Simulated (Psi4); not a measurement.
# SiHOF2 (SMILES O[Si](F)F), step by step

We compute a structure relaxation (USVWN-RPA/STO-3G), then vibrational wavenumbers, then a single-point energy (UCCSD(T)/cc-pVDZ), then the vertical excitations (TDA-SVWN-RPA/STO-3G) of SiHOF2. 

The results are computed with Psi4 1.11.

## 1. Starting point

SiHOF2 has 5 atoms, charge 0, and is taken as a doublet. SMILES: `O[Si](F)F`. All atoms were displaced at random from a relaxed shape. The run starts from this shape.

Bond lengths: O1–Si2 1.691 Å, Si2–F3 1.600 Å, Si2–F4 1.573 Å, O1–H5 1.028 Å. Angles: O1–Si2–F3 107.2°, O1–Si2–F4 110.5°, F3–Si2–F4 108.9°, Si2–O1–H5 117.6°.

## 2. A structure relaxation at USVWN-RPA/STO-3G (density fitting) (run 1)

Input file calc.inp:

```
memory 1600 mb

molecule geom {
  0 2
  O
  Si 1 1.691417
  F 2 1.599763 1 107.1644
  F 2 1.572655 3 108.88075 1 119.5801
  H 1 1.027506 2 117.6266 4 61.68061
}

set reference uks
set geom_maxiter 60

energy_value, wavefunction = opt("svwn/STO-3G", return_wfn=True)
```

Launch:

```console
$ psi4 -i calc.inp -o calc.out -n 1
```

calc.out, cut to the lines that bear on the results:

```text
[...]
  Running in c1 symmetry.
[...]
  Nuclear repulsion =  174.479868987080351
[...]
  Multiplicity = 2
[...]
  Nalpha       = 21
  Nbeta        = 20
[...]
    Number of basis functions: 25
[...]
   @DF-UKS iter   1:  -555.40378990506713   -9.08509e-01   1.17733e-02 DIIS/ADIIS
[...]
   @DF-UKS iter   7:  -555.49064013224256   -2.04636e-12   4.18132e-09 DIIS
[...]
   @S^2 Observed:                7.505395650E-01
[...]
    Orbital Energies [Eh]
    ---------------------
    Alpha Occupied:
       1A    -64.347818     2A    -23.718625     3A    -23.717114
       4A    -18.315914     5A     -4.817744     6A     -3.213734
       7A     -3.212704     8A     -3.207731     9A     -0.960796
      10A     -0.935233    11A     -0.832468    12A     -0.395076
      13A     -0.313751    14A     -0.254495    15A     -0.228013
      16A     -0.200595    17A     -0.145588    18A     -0.142262
      19A     -0.137351    20A     -0.119525    21A     -0.056507
    Alpha Virtual:
      22A      0.213741    23A      0.235557    24A      0.257615
      25A      0.324879
[...]
  @DF-UKS Final Energy:  -555.49064013224256
   => Energetics <=
    Nuclear Repulsion Energy =            170.9906023736545535
    One-Electron Energy =               -1121.0494470147491484
    Two-Electron Energy =                 443.5593527386075721
    DFT Exchange-Correlation Energy =     -48.9911482297555665
    Empirical Dispersion Energy =           0.0000000000000000
    VV10 Nonlocal Energy =                  0.0000000000000000
    Total Energy =                       -555.4906401322425609
[...]
 Multipole Moments:
 ------------------------------------------------------------------------------------
     Multipole            Electronic (a.u.)      Nuclear  (a.u.)        Total (a.u.)
 ------------------------------------------------------------------------------------
 L = 1.  Multiply by 2.5417464519 to convert [e a0] to [Debye]
 Dipole X            :         -0.8900721            1.0273310            0.1372589
 Dipole Y            :         -1.2031928            1.8211852            0.6179924
 Dipole Z            :          2.7050329           -2.7044601            0.0005728
 Magnitude           :                                                    0.6330521
[...]
  -Total Gradient:
     Atom            X                  Y                   Z
    ------   -----------------  -----------------  -----------------
       1       -0.000115696588    -0.000008961654    -0.000061964335
       2        0.000067468590    -0.000157897003    -0.000065039866
       3       -0.000118821300    -0.000177777126    -0.000204179754
       4        0.000169397667     0.000015335561     0.000136380500
       5       -0.000009186911     0.000028858266     0.000032706142
[...]
    Final optimized geometry and variables:
    Molecular point group: c1
    Full point group: C1
    Geometry (in Angstrom), charge = 0, multiplicity = 2:
    O
    SI            1    1.732420
    F             2    1.648738      1   99.505101
    F             2    1.658292      3  102.057934      1  107.313537
    H             1    1.027551      2  104.167582      4   68.327724
    Psi4 run time: 0:00:14.20
[...]
```

On the terminal:

```text
Optimizer: Optimization complete!
```

It took 16 s on 1 thread of Intel Xeon Platinum 8375C at 2.90GHz (Ice Lake), shared host; peak memory 0.25 GiB.

The path in brief:

```
step  energy from the first frame kept (eV)  largest force (eV/Å)
   0                                 0.0000                4.3969
   1                                -0.4055                1.1143
   2                                -0.4487                0.2146
   3                                -0.4508                0.0713
   4                                -0.4518                0.0272
   5                                -0.4523                0.0144
   6                                -0.4525                0.0135
   7                                -0.4526                0.0149
   8                                -0.4527                0.0152
```

After the run. Bond lengths: O1–Si2 1.732 Å, Si2–F3 1.649 Å, Si2–F4 1.658 Å, O1–H5 1.028 Å. Angles: O1–Si2–F3 99.5°, O1–Si2–F4 104.6°, F3–Si2–F4 102.1°, Si2–O1–H5 104.2°.

## 3. Vibrational wavenumbers at USVWN-RPA/STO-3G (density fitting) (run 2)

Input file job.dat:

```
memory 1.6 GB

molecule {
  0 2
  O     -0.003848     1.148994    -0.174816
  Si    -0.208520    -0.423719     0.522292
  F      1.367463    -0.786442     0.843302
  F     -0.536209    -1.413855    -0.766966
  H     -0.943192     1.401423    -0.506137
  symmetry c1
}

set globals {
  basis STO-3G
  reference uks
  t 298.15
  rotational_symmetry_number 1
}

E, wfn = frequency('svwn', return_wfn=True)
print_variables()
```

Launch:

```console
$ psi4 -i job.dat -o job.out -n 1
```

job.out, cut to the lines that bear on the results:

```text
[...]
  Running in c1 symmetry.
[...]
  Nuclear repulsion =  170.990606540427962
[...]
  Multiplicity = 2
[...]
  Nalpha       = 21
  Nbeta        = 20
[...]
    Number of basis functions: 25
[...]
   @DF-UKS iter   1:  -555.40710051489702   -1.03971e+00   1.26781e-02 DIIS/ADIIS
[...]
  -Total Gradient:
     Atom            X                  Y                   Z
    ------   -----------------  -----------------  -----------------
       1        0.000026573946     0.000007541711    -0.000128494887
       2        0.000158023887     0.000076160313     0.000055753522
       3        0.000210421848     0.000123613799    -0.000166765848
       4       -0.000046469221    -0.000052912746     0.000206099852
       5       -0.000031662889    -0.000031424690     0.000001053375
[...]
   @DF-UKS iter  12:  -555.49064013216741    0.00000e+00   2.82261e-09 DIIS
[...]
   @S^2 Observed:                7.505395650E-01
[...]
  @DF-UKS Final Energy:  -555.49064013216741
   => Energetics <=
    Nuclear Repulsion Energy =            170.9906065404279616
    One-Electron Energy =               -1121.0494558220345880
    Two-Electron Energy =                 443.5593574724372274
    DFT Exchange-Correlation Energy =     -48.9911483229980504
    Empirical Dispersion Energy =           0.0000000000000000
    VV10 Nonlocal Energy =                  0.0000000000000000
    Total Energy =                       -555.4906401321674139
[...]
  ==> Harmonic Vibrational Analysis <==
[...]
  Freq [cm^-1]                 192.6638            268.9901            295.6691
[...]
  Freq [cm^-1]                 344.0702            776.4470            856.2658
[...]
  Freq [cm^-1]                 884.6582           1086.4867           3685.5143
[...]
  Total E_0, Enthalpy at 0 [K]                                                         -555.47152456 [Eh]
[...]
  Total H, Enthalpy at  298.15 [K]                                                     -555.46568902 [Eh]
[...]
  Total G, Gibbs energy at  298.15 [K]                                                 -555.50015592 [Eh]
[...]
```

On the terminal:

```text
Warning: used thermodynamics relations inappropriate for low-frequency modes: ['192.6638' '268.9901' '295.6691' '344.0702']
```

Wall time 17 s (1 thread of Intel Xeon Platinum 8375C at 2.90GHz (Ice Lake), shared host); peak memory 0.25 GiB.

## 4. A single-point energy at UCCSD(T)/cc-pVDZ (run 3)

Input file f2hosi.xyz:

```xyz
5
F2HOSi
O     -0.003848     1.148994    -0.174816
Si    -0.208520    -0.423719     0.522292
F      1.367463    -0.786442     0.843302
F     -0.536209    -1.413855    -0.766966
H     -0.943192     1.401423    -0.506137
```

Input file f2hosi.py:

```python
import psi4

psi4.set_memory('1600 MB')
psi4.set_num_threads(1)
psi4.core.set_output_file('f2hosi.out', False)

with open('f2hosi.xyz') as f:
    atoms = ''.join(f.readlines()[2:])
m = psi4.geometry('0 2\n' + atoms + 'symmetry c1')

psi4.set_options({
    'basis': 'cc-pVDZ',
    'reference': 'uhf',
    'scf_type': 'pk',
    'freeze_core': True,
})

e, wfn = psi4.energy("ccsd(t)", molecule=m, return_wfn=True)
print('E =', round(e, 9))
```

Launch:

```console
$ python f2hosi.py
```

f2hosi.out, cut to the lines that bear on the results:

```text
[...]
  Running in c1 symmetry.
[...]
  Nuclear repulsion =  170.990606540427962
[...]
  Multiplicity = 2
[...]
  Nalpha       = 21
  Nbeta        = 20
[...]
    Number of basis functions: 65
[...]
   @UHF iter   1:  -563.21811857358318   -1.15296e+00   8.80105e-03 ADIIS/DIIS
[...]
   @UHF iter  16:  -563.36220063211260   -1.02318e-12   4.30594e-09 DIIS
[...]
   @S^2 Observed:                7.555751556E-01
[...]
    Orbital Energies [Eh]
    ---------------------
    Alpha Occupied:
       1A    -68.936487     2A    -26.299979     3A    -26.295920
       4A    -20.605598     5A     -6.269228     6A     -4.378389
       7A     -4.372894     8A     -4.371686     9A     -1.599362
      10A     -1.579935    11A     -1.353453    12A     -0.796581
      13A     -0.714287    14A     -0.694095    15A     -0.685274
      16A     -0.659772    17A     -0.636119    18A     -0.626830
      19A     -0.604620    20A     -0.539882    21A     -0.436469
    Alpha Virtual:
      22A      0.126731    23A      0.149213    24A      0.186738
      25A      0.274270    26A      0.383457    27A      0.472502
[...]
  @UHF Final Energy:  -563.36220063211260
   => Energetics <=
    Nuclear Repulsion Energy =            170.9906065404279616
    One-Electron Energy =               -1124.4894622496592547
    Two-Electron Energy =                 390.1366550771186326
    Total Energy =                       -563.3622006321127174
  UHF NO Occupations:
  HONO-2 :   19  A 1.9995685
  HONO-1 :   20  A 1.9979656
[...]
 Multipole Moments:
 ------------------------------------------------------------------------------------
     Multipole            Electronic (a.u.)      Nuclear  (a.u.)        Total (a.u.)
 ------------------------------------------------------------------------------------
 L = 1.  Multiply by 2.5417464519 to convert [e a0] to [Debye]
 Dipole X            :          0.1995207           -1.5734658           -1.3739451
 Dipole Y            :         -2.6595879            3.0091706            0.3495828
 Dipole Z            :          0.9915158           -0.3941152            0.5974006
 Magnitude           :                                                    1.5384475
[...]
      * MP2 total energy                      = -564.006375885006833
[...]
      * CCSD total energy                     = -564.015629146995707
[...]
      * CCSD(T) total energy                     = -564.028465625151512
```

Standard output:

```text
E = -564.028465625
```

Run time: 40 s. Hardware: 1 thread of Intel Xeon Platinum 8375C at 2.90GHz (Ice Lake), shared host; peak memory 0.33 GiB.

[end of part 1 of 2]
